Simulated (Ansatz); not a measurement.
Working through an equation of state with a fit of TiN, space group Fm-3m

Program: the Ansatz DFT code, driven from Python.

The cells in order, each with its output:

```python
import ansatz as az
import numpy as np
from pymatgen.analysis.eos import EOS

VECTORS = np.array([
    [0.0, 2.119, 2.119],
    [2.119, 0.0, 2.119],
    [2.119, 2.119, 0.0],
])
SITES = [
    ("Ti", (0.0, 0.0, 0.0)),
    ("N", (0.5, 0.5, 0.5)),
]
```

```python
def crystal_on(cell):
    crystal = az.Crystal(lattice=az.Lattice.of(cell))
    for symbol, position in SITES:
        crystal = crystal.atom(symbol, position)
    return crystal
```

```python
# uniform scaling of the cell
volumes, energies = [], []
for scale in np.linspace(0.94, 1.06, 7):
    cell = VECTORS * scale ** (1 / 3)
    base = crystal_on(cell).calculation()
    base = base.functional("pbe")
    base = base.pseudopotentials("paw")
    base = base.basis(510)
    base = base.occupations("fermi_dirac", width=0.1)
    base = base.kpoints(12, 12, 12)
    data = base.run().report
    volumes.append(abs(np.linalg.det(cell)) / len(SITES))
    energies.append(data["free_energy_ev"] / len(SITES))
    print(f"V = {volumes[-1]:8.4f} A^3/atom  F = {energies[-1]:.5f} eV/atom")

for form in ["murnaghan", "birch_murnaghan"]:
    fit = EOS(eos_name=form).fit(volumes, energies)
    print(f"{form:18s} V0 {fit.v0:8.4f} A^3/atom  B0 {fit.b0_GPa:7.1f} GPa  B1 {fit.b1:5.2f}")
```

    V =   8.9438 A^3/atom  F = -1443.52326 eV/atom
    V =   9.1341 A^3/atom  F = -1443.54485 eV/atom
    V =   9.3244 A^3/atom  F = -1443.55809 eV/atom
    V =   9.5147 A^3/atom  F = -1443.56382 eV/atom
    V =   9.7049 A^3/atom  F = -1443.56280 eV/atom
    V =   9.8952 A^3/atom  F = -1443.55568 eV/atom
    V =  10.0855 A^3/atom  F = -1443.54307 eV/atom
    murnaghan          V0   9.5788 A^3/atom  B0   276.0 GPa  B1  4.23
    birch_murnaghan    V0   9.5787 A^3/atom  B0   276.4 GPa  B1  4.26

A third-order Birch-Murnaghan fit through the 7 points has its minimum at 9.58 Å³ an atom, 0.7 % above the typed cell, with a bulk modulus of 276 GPa and dB/dP = 4.3. From that minimum the energy rises by 40.9 meV an atom on the compressed side and 21.1 meV on the expanded side.

Absolute energies stand on the zero of these potentials, so only differences at equal settings mean something. Spin is left out of this run. The mesh is modest for a metal, so energies can be off by several to tens of meV an atom and pressures by half a GPa or more; differences at equal mesh fare better. The structure is a deposited one; some such entries were measured under pressure or heat, so a shift against it needn't be the functional's error alone. The whole script took 9.4 s on 1 thread of Arm Neoverse V2, with other jobs on the host, peak memory 0.45 GiB.
